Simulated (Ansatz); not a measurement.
**LaBiSe2O (P4/nmm): relaxation of cell and ions in Python**

What cell does LaBiSe2O (P4/nmm) relax to? A script is to give a relaxation of cell and ions; the system is LaBiSe2O (P4/nmm).

Computed with Ansatz 0.2.0 through its Python package. Level of theory: DFT PBEsol, plane waves, PAW.

**1. The system**

It takes space group P4/nmm (No. 129, tetragonal). Conventional cell: a = 4.154 Å, b = 4.154 Å, c = 14.844 Å, α = 90.00°, β = 90.00°, γ = 90.00°. La (site symmetry 4mm) has 4 O at 2.40 Å as nearest neighbours. Around Bi (site symmetry 4mm) lie 5 Se at 2.66 to 2.96 Å. Se (site symmetry 4mm) is surrounded by 1 Bi at 2.66 Å. Se (site symmetry 4mm) has 4 Bi at 2.96 Å as nearest neighbours. Around O (site symmetry -4m2) lie 4 La at 2.40 Å.

No structure file is read: the coordinates are typed or built in the script.

**2. The script**

File vcrelax_labise2o.py:

```python
"""Relax cell and ions of LaBiSe2O."""

import json
import warnings

import ansatz as az
from ase.data import atomic_numbers
import numpy as np
import spglib

def edges_and_angles(cell):
    cell = np.asarray(cell)
    a, b, c = np.linalg.norm(cell, axis=1)
    cosines = cell[1] @ cell[2] / (b * c), cell[0] @ cell[2] / (a * c), cell[0] @ cell[1] / (a * b)
    return (a, b, c, *np.degrees(np.arccos(cosines)))

warnings.simplefilter("ignore", az.DeckWarning)

structure = (
    az.Lattice.from_parameters(4.154044, 4.154044, 14.843668, alpha=90.0, beta=90.0, gamma=90.0)
    .atom("La", (0.0, 0.5, 0.918335))
    .atom("La", (0.5, 0.0, 0.081665))
    .atom("Bi", (0.0, 0.5, 0.367342))
    .atom("Bi", (0.5, 0.0, 0.632658))
    .atom("Se", (0.0, 0.5, 0.188438))
    .atom("Se", (0.5, 0.0, 0.811562))
    .atom("Se", (0.0, 0.5, 0.606683))
    .atom("Se", (0.5, 0.0, 0.393317))
    .atom("O", (0.0, 0.0, 0.0))
    .atom("O", (0.5, 0.5, 0.0))
)

# every cell quantity that the symmetry leaves free
calculation = (
    structure.calculation()
    .functional("PBEsol")
    .kpoints(6, 6, 2)
    .occupations(az.OccupationsMethod.FIXED)
    .relax(force_tolerance=0.01, cell=True)
)
result = calculation.run(events_out="labise2o.ndjson")
with open("labise2o.ndjson") as stream:
    events = [json.loads(line) for line in stream]
steps = [e["data"] for e in events if e["event"] == "relax_step"]
report = result.report
print("step   energy (eV)     max comp. (eV/A)   P (GPa)  SCF")
for s in steps:
    print(f"{s['step']:4d} {s['lagrangian_ev']:15.5f} {s['allowed_force_max_ev_ang']:12.4f} {s['pressure_gpa']:10.3f} {s['n_scf']:5d}")

first, last = steps[0], steps[-1]
symbols = [site.symbol for site in result.lattice.sites]
print(f"energy gained {first['lagrangian_ev'] - last['lagrangian_ev']:.4f} eV in {len(steps) - 1} steps")
for label, vectors in (("before", first["cell_ang"]), ("after", result.lattice.cell_ang)):
    print(label, "a b c (A) {:.4f} {:.4f} {:.4f}  angles {:.2f} {:.2f} {:.2f}".format(*edges_and_angles(vectors)), f" V = {abs(np.linalg.det(vectors)):.3f} A^3")
print("final stress xx yy zz (GPa, compression positive):", np.round(np.diag(report["stress_gpa"]), 3) + 0.0)

print("relaxed fractional positions")
for site in result.lattice.sites:
    print(f"  {site.symbol:2s}", " ".join(f"{v % 1:8.5f}" for v in np.round(site.position_frac, 5)))

fractions = [site.position_frac for site in result.lattice.sites]
numbers = [atomic_numbers[s] for s in symbols]
for tolerance in (1e-3, 1e-2, 1e-1):
    print(f"space group at {tolerance} A:", spglib.get_spacegroup((result.lattice.cell_ang, fractions, numbers), symprec=tolerance))

print("atom   start x y z (A)              end x y z (A)")
for symbol, a, b in zip(symbols, first["positions_ang"], last["positions_ang"]):
    print(f"{symbol:3s}", " ".join(f"{v:8.4f}" for v in a), "  ", " ".join(f"{v:8.4f}" for v in b))

energy = report["free_energy_ev"]
print("F of the LaBiSe2O cell: {:.6f} eV = {:.6f} Ry = {:.6f} Ha".format(energy, energy / 13.605693, energy / 27.211386))
print("Fermi level {:.4f} eV, {} k-points, {} symmetry operations".format(report["fermi_energy_ev"], report["n_kpoints"], report["n_symmetry_ops"]))
```

**3. What the engine is handed**

The package turns the script's settings into the engine's input:

```yaml
crystal:
  lattice:
    a: 4.154044
    b: 4.154044
    c: 14.843668
    alpha: 90.0
    beta: 90.0
    gamma: 90.0
  atoms:
    - { symbol: La, position: [0.0, 0.5, 0.918335] }
    - { symbol: La, position: [0.5, 0.0, 0.081665] }
    - { symbol: Bi, position: [0.0, 0.5, 0.367342] }
    - { symbol: Bi, position: [0.5, 0.0, 0.632658] }
    - { symbol: Se, position: [0.0, 0.5, 0.188438] }
    - { symbol: Se, position: [0.5, 0.0, 0.811562] }
    - { symbol: Se, position: [0.0, 0.5, 0.606683] }
    - { symbol: Se, position: [0.5, 0.0, 0.393317] }
    - { symbol: O, position: [0.0, 0.0, 0.0] }
    - { symbol: O, position: [0.5, 0.5, 0.0] }
kpoints:
  mp_grid:
    grid: [6, 6, 2]
hamiltonian:
  xc: pbesol
scf:
  occupations:
    method: fixed
relax:
  f_tol: 0.01
  cell: {}
```

**4. The run**

Run with:

```bash
$ python vcrelax_labise2o.py
```

Without the output at hand: what should come out? Wanted: free energy; moves of the relaxation; energy gained; last largest force component; relaxed conventional cell; space group at the end.

The runs gave:

| quantity | value |
| --- | --- |
| free energy | -59637.4310 eV (-5963.7431 eV/atom) |
| moves of the relaxation | 4 |
| energy gained (ahead of the last change of basis) | 13.9 meV/atom |
| last largest force component | 0.0018 eV/Å |
| relaxed conventional cell | a = 4.094 Å, b = 4.094 Å, c = 14.609 Å, α = 90.00°, β = 90.00°, γ = 90.00° |
| space group at the end | P4/nmm |

What this shows: Over 4 moves the cell shrank by 4.4 % in volume, and the space group stayed P4/nmm. What to keep in mind:
- Only differences from the Fermi energy are physical; the zero of the scale is a convention.
- Energies along a relaxation are free energies. Rows at an unchanged volume are solved on a plane-wave basis chosen afresh for that cell, so the energy jumps there and such rows are no steps of the walk.
- The structure is layered, and without a dispersion term the spacing of the layers is poorly determined.
- Spin-orbit coupling, which matters for elements this heavy, is left out.
- The structure comes from a database of computed cells and needn't be a stable or known phase.
